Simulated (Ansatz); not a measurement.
**CH₅AlFNO: small, medium and large basis sets**

The task here is to estimate one member of a computed series from the others.

Method: one geometry, several basis sets; program: Ansatz 0.2.0, Gaussian basis.

Levels to be run: PBE0-D4/def2-SVP; ωB97M-V/def2-SVP; PBE0-D4/def2-QZVPP; ωB97M-V/def2-QZVPP; the functionals' def2-TZVPP values are taken from earlier runs.

### The relaxed structure

The geometry comes from an earlier relaxation with PBE0-D4 in a triple-zeta def2 set; it is a stationary point, not always the lowest conformer.

10 atoms, charge 0, spin multiplicity 1.

Atoms are counted from 1 here; the program's logs count them from 0.

Bond lengths: N1–C2 1.321 Å, N1–H6 1.004 Å, N1–H7 1.008 Å, C2–O4 1.236 Å, C2–H8 1.095 Å, F3–Al5 1.694 Å, O4–Al5 1.933 Å, Al5–H9 1.591 Å, Al5–H10 1.591 Å. Angles: C2–N1–H6 120.7°, C2–N1–H7 119.9°, H6–N1–H7 119.4°, N1–C2–O4 122.2°, N1–C2–H8 117.1°, O4–C2–H8 120.7°, C2–O4–Al5 121.5°, F3–Al5–O4 95.1°, F3–Al5–H9 114.1°, F3–Al5–H10 114.1°, O4–Al5–H9 103.3°, O4–Al5–H10 103.3°, H9–Al5–H10 121.6°.

As a file:

```mol
CH5AlFNO
  3D, bonds by distance, orders not assigned

 10  9  0  0  0  0  0  0  0  0999 V2000
   -0.3107   -0.9805    1.8311 N   0  0
   -0.1324   -0.5878    0.5822 C   0  0
    0.1639   -0.4108   -2.1978 F   0  0
    0.0671    0.5955    0.2857 O   0  0
    0.3252    1.1457   -1.5492 Al  0  0
   -0.4712   -1.9481    2.0471 H   0  0
   -0.2860   -0.3048    2.5786 H   0  0
   -0.1681   -1.3592   -0.1937 H   0  0
   -0.9204    2.0967   -1.8237 H   0  0
    1.8157    1.7021   -1.5573 H   0  0
  1  2  8  0
  1  6  8  0
  1  7  8  0
  2  4  8  0
  2  8  8  0
  3  5  8  0
  4  5  8  0
  5  9  8  0
  5 10  8  0
M  END
```

The first run:

in.yaml

```yaml
crystal:
  periodic: [false, false, false]
  atoms:
    - {symbol: N, position_ang: [-0.310669, -0.980469, 1.831056]}
    - {symbol: C, position_ang: [-0.132426, -0.587796, 0.582164]}
    - {symbol: F, position_ang: [0.163892, -0.410780, -2.197831]}
    - {symbol: O, position_ang: [0.067121, 0.595452, 0.285676]}
    - {symbol: Al, position_ang: [0.325204, 1.145665, -1.549198]}
    - {symbol: H, position_ang: [-0.471231, -1.948096, 2.047078]}
    - {symbol: H, position_ang: [-0.285996, -0.304764, 2.578649]}
    - {symbol: H, position_ang: [-0.168130, -1.359220, -0.193679]}
    - {symbol: H, position_ang: [-0.920352, 2.096693, -1.823747]}
    - {symbol: H, position_ang: [1.815686, 1.702114, -1.557267]}
basis:
  gaussian: {orbitals: def2-SVP}
hamiltonian: {xc: pbe0, dispersion: d4}
output: {orbitals: {seedname: orbitals}}
```

Steps of the session up to this table: PBE0-D4 in def2-SVP; ωB97M-V in def2-SVP; PBE0-D4 in def2-QZVPP; ωB97M-V in def2-QZVPP.

One table of the session follows, with a row left open; its other results are not shown here.

It belongs to the step «Functionals by basis». 

| functional | basis | HOMO (eV) |
| --- | --- | --- |
| PBE0-D4 | def2-SVP | -6.99 |
| PBE0-D4 | def2-TZVPP | ? |
| PBE0-D4 | def2-QZVPP | -7.11 |
| ωB97M-V | def2-SVP | -9.15 |
| ωB97M-V | def2-TZVPP | -9.31 |
| ωB97M-V | def2-QZVPP | -9.34 |

Q: Estimate the row for PBE0-D4, def2-TZVPP from the others.

As computed: HOMO (eV): -7.09. In the column «HOMO (eV)» it lies between PBE0-D4, def2-QZVPP (-7.11) and PBE0-D4, def2-SVP (-6.99).
